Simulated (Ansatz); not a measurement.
# Hf2Sb3Te: the cost of one run

Program: Ansatz 0.2.0. Level of theory: DFT PBEsol with spin–orbit coupling, plane waves, PAW. These are calculated values, not measurements.

2 further runs of the same task are left out: 1 that didn't finish, 1 set aside as unsound or not needed.

**1. The structure to begin with**

Symmetry: Cm, No. 8, monoclinic system. Conventional cell: a = 10.663 Å, b = 3.692 Å, c = 8.751 Å, α = 90.00°, β = 119.06°, γ = 90.00°. Around Hf (site symmetry m) lie 5 Sb at 2.99 to 3.04 Å and 3 Te at 3.01 to 3.08 Å and 1 Hf at 3.34 Å. Around Hf (site symmetry m) lie 6 Sb at 2.99 to 3.04 Å and 2 Te at 3.00 Å and 1 Hf at 3.34 Å. Around Sb (site symmetry m) lie 3 Sb at 2.90 to 3.12 Å and 3 Hf at 2.99 to 3.04 Å. Sb (site symmetry m) is surrounded by 3 Sb at 2.90 to 3.12 Å and 3 Hf at 2.99 to 3.03 Å. Around Sb (site symmetry m) lie 5 Hf at 3.03 to 3.04 Å and 3 Te at 3.42 to 3.49 Å. Around Te (site symmetry m) lie 5 Hf at 3.00 to 3.08 Å and 3 Sb at 3.42 to 3.49 Å.

Coordinates:

```
CELL_PARAMETERS angstrom
5.33137 -1.84614 0.00000
5.33137 1.84614 0.00000
-4.25053 0.00000 7.64964
ATOMIC_POSITIONS crystal
Hf 0.15475 0.15475 0.18921
Hf 0.84498 0.84498 0.81313
Sb 0.85413 0.85413 0.47148
Sb 0.14557 0.14557 0.52933
Sb 0.59256 0.59256 0.88406
Te 0.40800 0.40800 0.11278
```

The cell is the database one, not relaxed. At PBEsol, without spin–orbit coupling, an earlier run found -3.81 GPa for this cell of 25.097 Å³/atom (8×8×4 mesh), a metal on this mesh. The cell is stretched at this level.

**2. Spin-orbit coupling: bands, spin texture, Fermi surface**

The input, input.yaml:

```yaml
crystal:
  lattice:
    - [5.3313720551, -1.8461446819, 0.0]
    - [5.3313720551, 1.8461446819, 0.0]
    - [-4.2505314686, 0.0, 7.6496389251]
  atoms:
    - { symbol: Hf, position: [0.154752, 0.154752, 0.189215] }
    - { symbol: Hf, position: [0.8449835, 0.8449835, 0.813134] }
    - { symbol: Sb, position: [0.854131, 0.854131, 0.471483] }
    - { symbol: Sb, position: [0.1455655, 0.1455655, 0.529333] }
    - { symbol: Sb, position: [0.5925625, 0.5925625, 0.884056] }
    - { symbol: Te, position: [0.408002, 0.408002, 0.112779] }
basis:
  ecutwfc: 420
  ecutrho_ratio: 4
kpoints:
  mp_grid: { grid: [8, 8, 4] }
  band_path:
    path:
      - [[0.0, 0.0, 0.0], [-0.28923283, 0.28923283, 0.0]]
      - [[-0.71076717, -0.28923283, 0.0], [-0.5, -0.5, 0.0], [0.0, 0.0, 0.0], [-0.5, -0.5, 0.5], [-0.73398512, -0.26601488, 0.5]]
      - [[-0.26601488, 0.26601488, 0.5], [0.0, 0.0, 0.5], [0.0, 0.0, 0.0]]
      - [[-0.5, 0.0, 0.5], [0.0, 0.0, 0.0], [-0.5, 0.0, 0.0]]
    npoints: 10
hamiltonian:
  xc: pbesol
scf:
  occupations: { method: gaussian, width: 0.05 }
output:
  forces: true
  stress: true
  eigenvalues: true
  populations: true
  eigenstates:
    nscf_kmesh: { grid: [10, 10, 6] }
    de_dk: true
    e_range: [-2.5, 2.5]
  write_density: true
  write_potential: true
  elf: true
  volumetric_format: npy
magnetization:
  noncollinear: true
  spin_orbit: true
```

Run with:

```bash
> ansatz run input.yaml --threads 8 --pin off --max-ram 15360MiB --backend cpu --events-out ev --progress --plain --runs-dir out
```

**Question.** How long does this run take on 8 threads of Arm Neoverse V1, shared host, and how much memory does it need?

About 8.7 min, with a peak of 5.7 GiB.
